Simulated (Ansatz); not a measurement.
## CH5GeNO, SMILES N=[C](O)[GeH3]: a rigid scan of one bond angle, step by step

Program: Ansatz 0.2.0, Python API.

Run as a notebook:

**Cell 1**
```python
import ansatz
from ase import Atoms
```

**Cell 2**
```python
atoms = Atoms(["N", "C", "O", "Ge", "H", "H", "H", "H", "H"], positions=[
    [0.7303, 0.8498, -1.2363],
    [0.5229, 0.3994, -0.0629],
    [1.4092, 0.6999, 0.9284],
    [-0.8709, -0.7616, 0.317],
    [0.0144, 0.6704, -2.0373],
    [2.2324, 1.3231, 0.7651],
    [-2.173, -0.2968, -0.4527],
    [-0.5404, -2.1966, -0.1227],
    [-1.2363, -0.7338, 1.8843],
])
```

**Cell 3**
```python
first = (
    ansatz.Crystal.molecule_from_ase(atoms).calculation()
    .basis(gaussian="def2-SVP")
    .functional("hf")
    .relax(force_tolerance=0.02, max_steps=80)
)
atoms.positions = first.run(threads=1, backend="cpu").report["positions_ang"]
```

**Cell 4**
```python
rows = []
for angle in [85, 95, 105, 115, 125, 140, 160]:
    bent = atoms.copy()
    bent.set_angle(1, 2, 5, angle, indices=[5])
    calc = (
        ansatz.Crystal.molecule_from_ase(bent).calculation()
        .basis(gaussian="def2-SVP")
        .functional("hf")
    )
    rows.append((angle, calc.run(threads=1, backend="cpu").report["free_energy_ev"]))
floor = min(e for _, e in rows)
for angle, e in rows:
    print(f"angle C1-O2-H5 = {angle:3d} deg   {1000 * (e - floor):9.1f} meV")
```
Output:
```text
angle C1-O2-H5 =  85 deg       534.2 meV
angle C1-O2-H5 =  95 deg       155.1 meV
angle C1-O2-H5 = 105 deg         0.0 meV
angle C1-O2-H5 = 115 deg        22.5 meV
angle C1-O2-H5 = 125 deg       180.5 meV
angle C1-O2-H5 = 140 deg       581.8 meV
angle C1-O2-H5 = 160 deg      1184.4 meV
```

The scan is rigid, and the energies are electronic, in a modest basis. The zero is the lowest point of the grid, which needn't be the minimum. Finished in 62 s on 1 thread of Intel(R) Xeon(R) Platinum 8259CL CPU @ 2.50GHz (Skylake/Cascade Lake), on a shared host, peak memory 0.28 GiB.

(Lines on the test bed's own set-up are left out of the output.)
